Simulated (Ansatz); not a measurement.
# BGeH4: the cost of one run

All numbers are computed with Ansatz 0.2.0, driven from Python. The levels of theory stand in the script.

### Step 1. Starting point

Bond lengths: B1–Ge2 2.018 Å, B1–H3 1.181 Å, B1–H4 1.181 Å, Ge2–H5 1.550 Å, Ge2–H6 1.550 Å. Angles: B1–Ge2–H5 109.4°, B1–Ge2–H6 109.4°, H5–Ge2–H6 109.5°, Ge2–B1–H3 120.0°, Ge2–B1–H4 120.0°, H3–B1–H4 120.0°.

No structure file is read: the coordinates are typed or built in the script.

### Step 2. The code

The input, run_basis.py:

```python
"""Basis-set convergence for BGeH4(-)."""

import ansatz as az

XC = "PBE0"
NET_CHARGE = -1


def main() -> None:
    geometry = (
        az.Crystal.molecule()
        .atom("B", (-1.0129, 0.0012, 0.0396))
        .atom("Ge", (0.9628, 0.1019, 0.4381))
        .atom("H", (-1.7009, 0.9435, 0.2228))
        .atom("H", (-1.4802, -0.9994, -0.3792))
        .atom("H", (1.6244, -1.2604, 0.1081))
        .atom("H", (1.6068, 1.2133, -0.4294))
    )

    model = geometry.calculation().functional(XC).charge(NET_CHARGE)

    energies = {}
    for basis in ["def2-SVP", "def2-SVPD", "def2-TZVP", "def2-TZVPP"]:
        report = model.basis(gaussian=basis).run(threads=1, backend="cpu").report
        size = report["n_frozen"] + report["n_occupied"][0] + report["n_virtual"][0]
        energies[basis] = (report["reference_energy_ev"] / 27.211386246, report["free_energy_ev"] / 27.211386246)
        print(f"{basis:14s} {size:4d} orbitals  reference {energies[basis][0]:14.6f} Ha  total {energies[basis][1]:14.6f} Ha")

    last = energies["def2-TZVPP"][1]
    for basis, (_, total) in energies.items():
        print(f"{basis:14s} lies {27.211386 * (total - last):9.4f} eV above def2-TZVPP")


if __name__ == "__main__":
    main()
```

### Step 3. The input behind the calls

The package turns the script's settings into the engine's input (first run):

```yaml
crystal:
  periodic: [false, false, false]
  atoms:
    - { symbol: B, position_ang: [-1.0129, 0.0012, 0.0396] }
    - { symbol: Ge, position_ang: [0.9628, 0.1019, 0.4381] }
    - { symbol: H, position_ang: [-1.7009, 0.9435, 0.2228] }
    - { symbol: H, position_ang: [-1.4802, -0.9994, -0.3792] }
    - { symbol: H, position_ang: [1.6244, -1.2604, 0.1081] }
    - { symbol: H, position_ang: [1.6068, 1.2133, -0.4294] }
basis:
  gaussian:
    orbitals: def2-SVP
hamiltonian:
  xc: pbe0
total_charge: -1.0
```

### Step 4. Running it

Started as:

```
$ python run_basis.py
```

**Question.** How long does this script take on 1 thread of Arm Neoverse V1, shared host, and how much memory does it need?

About 10 s, with a peak of 0.27 GiB.
